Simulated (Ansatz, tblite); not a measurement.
# (F)3Ti-O-SiH3 (F₃H₃OSiTi): removing and adding an electron

What does removing or adding an electron cost or gain for (F)3Ti-O-SiH3 (F₃H₃OSiTi)? Each charged state is run at several levels.

Method: as each input shows; program: Ansatz 0.2.0, Gaussian basis.

Levels to be run: charge +1 doublet, at the geometry of the singlet (PBE0-D4/def2-TZVP, PBE-D4/def2-TZVP, HF/def2-TZVP, CCSD(T)/def2-SVP); charge -1 doublet, at the geometry of the singlet (PBE0-D4/def2-TZVPD, PBE-D4/def2-TZVPD, HF/def2-TZVPD); the starting singlet's energies come from earlier runs.

2 further runs of the same task are left out: 2 set aside as unsound or not needed.

## Step 1: The relaxed structure

The singlet was relaxed beforehand with r2SCAN-D4/def2-SVP.

9 atoms, charge 0, spin multiplicity 1.

Atoms are counted from 1 here; the program's logs count them from 0.

Bond lengths: Ti1–F2 1.744 Å, Ti1–F3 1.744 Å, Ti1–F4 1.744 Å, Ti1–O5 1.763 Å, O5–Si6 1.679 Å, Si6–H7 1.490 Å, Si6–H8 1.489 Å, Si6–H9 1.490 Å. Angles: F2–Ti1–F3 109.2°, F2–Ti1–F4 109.3°, F2–Ti1–O5 109.7°, F3–Ti1–F4 109.3°, F3–Ti1–O5 109.7°, F4–Ti1–O5 109.7°, Ti1–O5–Si6 179.5°, O5–Si6–H7 108.8°, O5–Si6–H8 108.8°, O5–Si6–H9 108.8°, H7–Si6–H8 110.1°, H7–Si6–H9 110.2°, H8–Si6–H9 110.1°.

As a file:

```xyz
9

Ti   -0.6005    0.3219    1.5465
F     0.3483    1.5804    2.2920
F    -0.5059   -1.1220    2.5195
F    -2.2629    0.8388    1.4436
O     0.0192   -0.0100   -0.0704
Si    0.6212   -0.3331   -1.6040
H    -0.4952   -0.2446   -2.5863
H     1.6708    0.6722   -1.9292
H     1.2050   -1.7035   -1.6117
```

Formally the metal is d0. No spin-orbit coupling is included.

## Step 2: Charge +1 doublet at the fixed geometry, PBE0-D4/def2-TZVP

File in.yaml:

```yaml
crystal:
  periodic: [false, false, false]
  atoms:
    - {symbol: Ti, position_ang: [-0.600518, 0.321885, 1.546515]}
    - {symbol: F, position_ang: [0.348304, 1.580375, 2.292015]}
    - {symbol: F, position_ang: [-0.505872, -1.122025, 2.519480]}
    - {symbol: F, position_ang: [-2.262896, 0.838769, 1.443596]}
    - {symbol: O, position_ang: [0.019179, -0.009967, -0.070396]}
    - {symbol: Si, position_ang: [0.621215, -0.333109, -1.604011]}
    - {symbol: H, position_ang: [-0.495175, -0.244628, -2.586332]}
    - {symbol: H, position_ang: [1.670782, 0.672189, -1.929201]}
    - {symbol: H, position_ang: [1.204970, -1.703489, -1.611665]}
basis:
  gaussian: {orbitals: def2-TZVP}
total_charge: 1
magnetization: {spin_polarized: true, initial_magnetization: 1}
hamiltonian: {xc: pbe0, dispersion: d4}
scf: {omitted_lower_state_checks: [starts]}
output: {orbitals: {seedname: orbitals}}
```

Started as:

```console
ansatz run in.yaml --threads 4 --pin off --events-out ev --progress --plain --max-ram 8704MiB
```

The program printed:

```text
Functional definition: PBE0
  name "PBE0"
  cite "Adamo & Barone, J. Chem. Phys. 110, 6158 (1999) doi:10.1063/1.478522"
  cite "Perdew, Burke & Ernzerhof, Phys. Rev. Lett. 77, 3865 (1996) doi:10.1103/PhysRevLett.77.3865"
  parent pbe
  parameter a = 0.25
  parameter kappa = 0.804
  parameter beta = 0.06672455060314922
  exchange = (1 - a)*pbe_x(kappa = kappa, mu = beta*pi^2/3) + a*exact_x
  correlation = pbe_c(beta = beta)
these checks for a lower state are left out or cut short: starts
1485 factors; their error is unknown
mean field evaluation 1: about -41200.0319 eV, gradient 8.5e1 eV
mean field evaluation 2: about -40956.1424 eV, gradient 3.2e2 eV
mean field evaluation 4: about -41214.7357 eV, gradient 4.4e1 eV
mean field evaluation 8: about -41222.0979 eV, gradient 2.0e0 eV
mean field evaluation 16: about -41222.3222 eV, gradient 4.6e-2 eV
mean field evaluation 32: about -41222.3264 eV, gradient 1.6e-5 eV
mean field -41222.32635430 eV, -1514.8925520240 hartree, gradient 8.1e-6 eV, S^2 0.761405; 0 other end points of the search recorded, 0 dependent functions left out
reference -41222.32639666 eV, -1514.8925535807 hartree; 37, 36 occupied and 187, 188 virtual orbitals, 1485 factors
Total energy: -41222.47413572 eV, -1514.8979828910 hartree
Checks for a lower state left out: starts
```

It took 37 s on 4 threads of Intel Xeon Platinum 8175M at 2.50GHz, shared host; peak memory 1.4 GiB.

HOMO -15.64 eV, LUMO -13.77 eV (over both spins); ⟨S²⟩ 0.761 (pure: 0.75).

## Step 3: Charge +1 doublet at the fixed geometry, PBE-D4/def2-TZVP

start.molden holds the orbitals of an earlier run on this state, given as this run's starting guess.

in.yaml, as its differences from that of step 2:

```diff
@@ -13,6 +13,6 @@
 basis:
-  gaussian: {orbitals: def2-TZVP}
+  gaussian: {orbitals: def2-TZVP, initial_orbitals: start.molden}
 total_charge: 1
 magnetization: {spin_polarized: true, initial_magnetization: 1}
-hamiltonian: {xc: pbe0, dispersion: d4}
+hamiltonian: {xc: pbe, dispersion: d4}
 scf: {omitted_lower_state_checks: [starts]}
```

Same command.

The program printed:

```text
Functional definition: PBE
  name "PBE"
  cite "Perdew, Burke & Ernzerhof, Phys. Rev. Lett. 77, 3865 (1996) doi:10.1103/PhysRevLett.77.3865"
  parent pbe
  parameter kappa = 0.804
  parameter beta = 0.06672455060314922
  exchange = pbe_x(kappa = kappa, mu = beta*pi^2/3)
  correlation = pbe_c(beta = beta)
these checks for a lower state are left out or cut short: starts
1416 factors; their error is unknown
mean field evaluation 1: about -41221.9431 eV, gradient 1.0e1 eV
mean field evaluation 2: about -41222.2725 eV, gradient 4.9e-1 eV
mean field evaluation 4: about -41222.2706 eV, gradient 1.4e-1 eV
mean field evaluation 8: about -41222.2707 eV, gradient 9.6e-5 eV
mean field evaluation 16: about -41222.2707 eV, gradient 2.2e-5 eV
mean field -41222.27070133 eV, -1514.8905068153 hartree, gradient 6.2e-6 eV, S^2 0.754131; 0 other end points of the search recorded, 0 dependent functions left out
reference -41222.27076086 eV, -1514.8905090028 hartree; 37, 36 occupied and 187, 188 virtual orbitals, 1416 factors
Total energy: -41222.44379329 eV, -1514.8968678276 hartree
Checks for a lower state left out: starts
```

It took 17 s on 4 threads of Intel Xeon Platinum 8175M at 2.50GHz, shared host; peak memory 0.67 GiB.

Report: HOMO -14.08 eV, LUMO -14.20 eV (over both spins; with the spin held, an empty level of the minority spin lies below the top filled one); ⟨S²⟩ 0.754 (pure: 0.75).

## Step 4: Charge +1 doublet at the fixed geometry, HF/def2-TZVP

in.yaml, as its differences from that of step 3:

```diff
@@ -16,3 +16,3 @@
 magnetization: {spin_polarized: true, initial_magnetization: 1}
-hamiltonian: {xc: pbe, dispersion: d4}
+hamiltonian: {xc: hf}
 scf: {omitted_lower_state_checks: [starts]}
```

Same command.

The program printed:

```text
Functional definition: HF
  name "HF"
  cite "Fock, Z. Phys. 61, 126 (1930) doi:10.1007/BF01340294"
  parent pbe
  exchange = exact_x
  correlation = 0
these checks for a lower state are left out or cut short: starts
1802 factors; their error is unknown
mean field evaluation 1: about -41149.1845 eV, gradient 2.9e1 eV
mean field evaluation 2: about -41151.5922 eV, gradient 3.3e0 eV
mean field evaluation 4: about -41151.9746 eV, gradient 2.2e-1 eV
mean field evaluation 8: about -41152.7800 eV, gradient 1.5e-3 eV
mean field evaluation 16: about -41152.7800 eV, gradient 1.3e-4 eV
mean field -41152.77997685 eV, -1512.3367697931 hartree, gradient 4.8e-6 eV, S^2 0.766363; 0 other end points of the search recorded, 0 dependent functions left out
reference -41152.77997685 eV, -1512.3367697931 hartree; 37, 36 occupied and 187, 188 virtual orbitals, 1802 factors
Total energy: -41152.77997685 eV, -1512.3367697931 hartree
Checks for a lower state left out: starts
```

It took 31 s on 4 threads of Intel Xeon Platinum 8175M at 2.50GHz, shared host; peak memory 1.2 GiB.

Report: HOMO -18.79 eV, LUMO -9.16 eV (over both spins); ⟨S²⟩ 0.766 (pure: 0.75).

## Step 5: Charge +1 doublet at the fixed geometry, CCSD(T)/def2-SVP

in.yaml, as its differences from that of step 4:

```diff
@@ -13,7 +13,7 @@
 basis:
-  gaussian: {orbitals: def2-TZVP, initial_orbitals: start.molden}
+  gaussian: {orbitals: def2-SVP, initial_orbitals: start.molden}
 total_charge: 1
 magnetization: {spin_polarized: true, initial_magnetization: 1}
-hamiltonian: {xc: hf}
-scf: {omitted_lower_state_checks: [starts]}
+correlation: {method: ccsd_t}
+scf: {omitted_lower_state_checks: [starts, cluster_reference]}
 output: {orbitals: {seedname: orbitals}}
```

The command is unchanged.

The program printed:

```text
Functional definition: HF
  name "HF"
  cite "Fock, Z. Phys. 61, 126 (1930) doi:10.1007/BF01340294"
  parent pbe
  exchange = exact_x
  correlation = 0
these checks for a lower state are left out or cut short: starts, cluster_reference
1173 factors; integrals over basis functions are off by at most 1.2e-3 eV
mean field evaluation 1: about -41131.0700 eV, gradient 2.0e1 eV
mean field evaluation 2: about -41132.9705 eV, gradient 2.4e0 eV
mean field evaluation 4: about -41133.2090 eV, gradient 3.6e-1 eV
mean field evaluation 8: about -41133.3682 eV, gradient 6.6e-4 eV
mean field evaluation 16: about -41133.3682 eV, gradient 3.1e-6 eV
mean field -41133.36816884 eV, -1511.6233990064 hartree, gradient 8.1e-10 eV, S^2 0.767030; 0 other end points of the search recorded, 0 dependent functions left out
14 core orbitals not correlated: weight in the atoms' cores, before any rotation towards them, 1.000 or more for the frozen orbitals, at most 0.000 for the correlated occupied ones
reference -41133.36816884 eV, -1511.6233990064 hartree; 23, 22 occupied and 83, 84 virtual orbitals, 1173 factors
second order -30.76239273 eV of doubles, -0.00000000 eV of singles
cycle   1  -29.56994373 eV  change     1.2e0 eV  update   2.9e-1
cycle   2  -31.01596351 eV  change    -1.4e0 eV  update   2.1e-1
cycle   3  -31.38298657 eV  change   -3.7e-1 eV  update   7.3e-2
cycle   4  -31.46305680 eV  change   -8.0e-2 eV  update   4.3e-2
cycle   5  -31.48693397 eV  change   -2.4e-2 eV  update   3.3e-2
cycle   6  -31.54777272 eV  change   -6.1e-2 eV  update   2.2e-2
cycle   7  -31.59579423 eV  change   -4.8e-2 eV  update   1.1e-2
cycle   8  -31.59733584 eV  change   -1.5e-3 eV  update   6.0e-3
cycle   9  -31.60161442 eV  change   -4.3e-3 eV  update   3.4e-3
cycle  10  -31.60919672 eV  change   -7.6e-3 eV  update   2.3e-3
cycle  11  -31.60519940 eV  change    4.0e-3 eV  update   1.2e-3
cycle  12  -31.60346006 eV  change    1.7e-3 eV  update   7.3e-4
cycle  13  -31.60447133 eV  change   -1.0e-3 eV  update   4.5e-4
cycle  14  -31.60485040 eV  change   -3.8e-4 eV  update   2.0e-4
cycle  15  -31.60485269 eV  change   -2.3e-6 eV  update   1.1e-4
cycle  16  -31.60491813 eV  change   -6.5e-5 eV  update   6.6e-5
cycle  17  -31.60496652 eV  change   -4.8e-5 eV  update   4.1e-5
perturbative correction -1.19019027 eV, -0.0437386856 hartree
Total energy: -41166.16332562 eV, -1512.8285987890 hartree
Checks for a lower state left out: starts, cluster_reference
```

Wall time 1.7 min (4 threads of Intel Xeon Platinum 8175M at 2.50GHz, shared host); peak memory 1.8 GiB.

Report: Hartree-Fock HOMO -18.81 eV, LUMO -9.47 eV (over both spins); ⟨S²⟩ 0.767 (pure: 0.75); T1 0.053. Doubts: large T1 diagnostic.

## Step 6: Vertical ionisation energy

Charged state less starting state, singlet to doublet; the starting state's energies are those of its earlier runs.

| level | vertical ionisation energy (eV) | time |
| --- | --- | --- |
| HF/def2-SVP† | +11.66 |  |
| HF/def2-TZVP | +11.47 | 35 s |
| PBE-D4/def2-TZVP | +11.25 | 20 s |
| PBE0-D4/def2-TZVP | +11.75 | 45 s |
| MP2/def2-SVP† | +12.51 |  |
| CCSD/def2-SVP† | +12.02 |  |
| CCSD(T)/def2-SVP† | +11.90 | 2 min |

Times add the two runs; a level without a time comes out of a correlated run. † marks a level with a doubtful state (flagged, unstable, out of aufbau order, or strongly spin-contaminated); such levels are left out of the summary. CCSD(T)/def2-SVP is no safe reference here (large T1 diagnostic).

Beside −ε(HOMO) of the starting state:

| level | −ε(HOMO) (eV) | by difference (eV) | mismatch (eV) |
| --- | --- | --- | --- |
| PBE-D4/def2-TZVP | 8.21 | 11.25 | -3.04 |
| PBE0-D4/def2-TZVP | 9.67 | 11.75 | -2.08 |

## Step 7: Charge -1 doublet at the fixed geometry, PBE0-D4/def2-TZVPD

in.yaml, as its differences from that of step 5:

```diff
@@ -13,7 +13,7 @@
 basis:
-  gaussian: {orbitals: def2-SVP, initial_orbitals: start.molden}
-total_charge: 1
+  gaussian: {orbitals: def2-TZVPD}
+total_charge: -1
 magnetization: {spin_polarized: true, initial_magnetization: 1}
-correlation: {method: ccsd_t}
-scf: {omitted_lower_state_checks: [starts, cluster_reference]}
+hamiltonian: {xc: pbe0, dispersion: d4}
+scf: {omitted_lower_state_checks: [starts]}
 output: {orbitals: {seedname: orbitals}}
```

The command is unchanged.

The program printed:

```text
Functional definition: PBE0
  name "PBE0"
  cite "Adamo & Barone, J. Chem. Phys. 110, 6158 (1999) doi:10.1063/1.478522"
  cite "Perdew, Burke & Ernzerhof, Phys. Rev. Lett. 77, 3865 (1996) doi:10.1103/PhysRevLett.77.3865"
  parent pbe
  parameter a = 0.25
  parameter kappa = 0.804
  parameter beta = 0.06672455060314922
  exchange = (1 - a)*pbe_x(kappa = kappa, mu = beta*pi^2/3) + a*exact_x
  correlation = pbe_c(beta = beta)
these checks for a lower state are left out or cut short: starts
1714 factors; their error is unknown
mean field evaluation 1: about -41227.0168 eV, gradient 4.1e1 eV
mean field evaluation 2: about -40974.4353 eV, gradient 2.9e2 eV
mean field evaluation 4: about -41232.3619 eV, gradient 2.2e1 eV
mean field evaluation 8: about -41234.3697 eV, gradient 3.0e-1 eV
mean field evaluation 16: about -41234.5212 eV, gradient 4.3e-2 eV
mean field evaluation 32: about -41234.5249 eV, gradient 7.9e-5 eV
mean field -41234.52493782 eV, -1515.3408417000 hartree, gradient 5.9e-6 eV, S^2 0.751554; 0 other end points of the search recorded, 0 dependent functions left out
reference -41234.52498838 eV, -1515.3408435581 hartree; 38, 37 occupied and 240, 241 virtual orbitals, 1714 factors
Total energy: -41234.71275396 eV, -1515.3477438160 hartree
Checks for a lower state left out: starts
```

Wall time 70 s (4 threads of Intel Xeon Platinum 8175M at 2.50GHz, shared host); peak memory 1.9 GiB.

Report: HOMO 1.89 eV, LUMO 3.02 eV (over both spins); ⟨S²⟩ 0.752 (pure: 0.75). Doubts: highest occupied level lies above zero.

## Step 8: Charge -1 doublet at the fixed geometry, PBE-D4/def2-TZVPD

in.yaml, as its differences from that of step 7:

```diff
@@ -13,6 +13,6 @@
 basis:
-  gaussian: {orbitals: def2-TZVPD}
+  gaussian: {orbitals: def2-TZVPD, initial_orbitals: start.molden}
 total_charge: -1
 magnetization: {spin_polarized: true, initial_magnetization: 1}
-hamiltonian: {xc: pbe0, dispersion: d4}
+hamiltonian: {xc: pbe, dispersion: d4}
 scf: {omitted_lower_state_checks: [starts]}
```

The command is unchanged.

The program printed:

```text
Functional definition: PBE
  name "PBE"
  cite "Perdew, Burke & Ernzerhof, Phys. Rev. Lett. 77, 3865 (1996) doi:10.1103/PhysRevLett.77.3865"
  parent pbe
  parameter kappa = 0.804
  parameter beta = 0.06672455060314922
  exchange = pbe_x(kappa = kappa, mu = beta*pi^2/3)
  correlation = pbe_c(beta = beta)
these checks for a lower state are left out or cut short: starts
1629 factors; their error is unknown
mean field evaluation 1: about -41233.0814 eV, gradient 9.9e0 eV
mean field evaluation 2: about -41233.4131 eV, gradient 5.0e-1 eV
mean field evaluation 4: about -41233.6785 eV, gradient 4.5e-1 eV
mean field evaluation 8: about -41233.6965 eV, gradient 1.9e-3 eV
mean field evaluation 16: about -41233.6965 eV, gradient 4.9e-4 eV
mean field -41233.69650439 eV, -1515.3103973331 hartree, gradient 5.5e-6 eV, S^2 0.751620; 0 other end points of the search recorded, 0 dependent functions left out
reference -41233.69657524 eV, -1515.3103999369 hartree; 38, 37 occupied and 240, 241 virtual orbitals, 1629 factors
Total energy: -41233.91646762 eV, -1515.3184808325 hartree
Checks for a lower state left out: starts
```

It took 27 s on 4 threads of Intel Xeon Platinum 8175M at 2.50GHz, shared host; peak memory 1.1 GiB.

From the report: HOMO 2.20 eV, LUMO 2.24 eV (over both spins); ⟨S²⟩ 0.752 (pure: 0.75). Doubts: highest occupied level lies above zero.

## Step 9: Charge -1 doublet at the fixed geometry, HF/def2-TZVPD

in.yaml, as its differences from that of step 8:

```diff
@@ -16,3 +16,3 @@
 magnetization: {spin_polarized: true, initial_magnetization: 1}
-hamiltonian: {xc: pbe, dispersion: d4}
+hamiltonian: {xc: hf}
 scf: {omitted_lower_state_checks: [starts]}
```

Launched as before.

The program printed:

```text
Functional definition: HF
  name "HF"
  cite "Fock, Z. Phys. 61, 126 (1930) doi:10.1007/BF01340294"
  parent pbe
  exchange = exact_x
  correlation = 0
these checks for a lower state are left out or cut short: starts
2030 factors; their error is unknown
mean field evaluation 1: about -41162.8289 eV, gradient 2.8e1 eV
mean field evaluation 2: about -41164.7371 eV, gradient 2.3e0 eV
mean field evaluation 4: about -41165.4234 eV, gradient 3.1e-1 eV
mean field evaluation 8: about -41165.4248 eV, gradient 8.6e-3 eV
mean field evaluation 16: about -41165.4237 eV, gradient 6.1e-6 eV
mean field -41165.42371285 eV, -1512.8014185210 hartree, gradient 6.1e-6 eV, S^2 0.752423; 0 other end points of the search recorded, 0 dependent functions left out
reference -41165.42371285 eV, -1512.8014185210 hartree; 38, 37 occupied and 240, 241 virtual orbitals, 2030 factors
Total energy: -41165.42371285 eV, -1512.8014185210 hartree
Checks for a lower state left out: starts
```

It took 72 s on 4 threads of Intel Xeon Platinum 8175M at 2.50GHz, shared host; peak memory 1.8 GiB.

HOMO -4.04 eV, LUMO 4.13 eV (over both spins); ⟨S²⟩ 0.752 (pure: 0.75).

## Step 10: Vertical electron affinity

Starting state less charged state (positive: the electron is bound), singlet to doublet; the starting state's energies are those of its earlier runs.

| level | vertical electron affinity (eV) | time |
| --- | --- | --- |
| HF/def2-TZVPD | +1.03 | 80 s |
| PBE-D4/def2-TZVPD | +0.11 | 32 s |
| PBE0-D4/def2-TZVPD | +0.37 | 81 s |

Times add the two runs; a level without a time comes out of a correlated run.

Beside −ε(LUMO) of the starting state:

| level | −ε(LUMO) (eV) | by difference (eV) | mismatch (eV) |
| --- | --- | --- | --- |
| PBE-D4/def2-TZVPD | 3.39 | 0.11 | +3.28 |
| PBE0-D4/def2-TZVPD | 2.45 | 0.37 | +2.07 |

## Step 11: Outcome

```
                                             quantity                                 value
 vertical ionisation energy, functionals in def2-TZVP  11.25 (PBE-D4) to 11.75 eV (PBE0-D4)
vertical electron affinity, functionals in def2-TZVPD    0.11 (PBE-D4) to 0.37 eV (PBE0-D4)
```

The vertical ionisation energy spans 11.25 to 11.75 eV over the functionals. −ε(HOMO) misses the level's own difference by -2.08 eV at best (PBE0-D4) and -3.04 eV at worst (PBE-D4). The vertical electron affinity spans 0.11 to 0.37 eV over the functionals. The anion's highest level lies above zero where self-interaction lifts it, so diffuse functions weigh on these values. −ε(LUMO) misses the level's own difference by +2.07 eV at best (PBE0-D4) and +3.28 eV at worst (PBE-D4). The charged states' spins were chosen beforehand and needn't be their lowest.
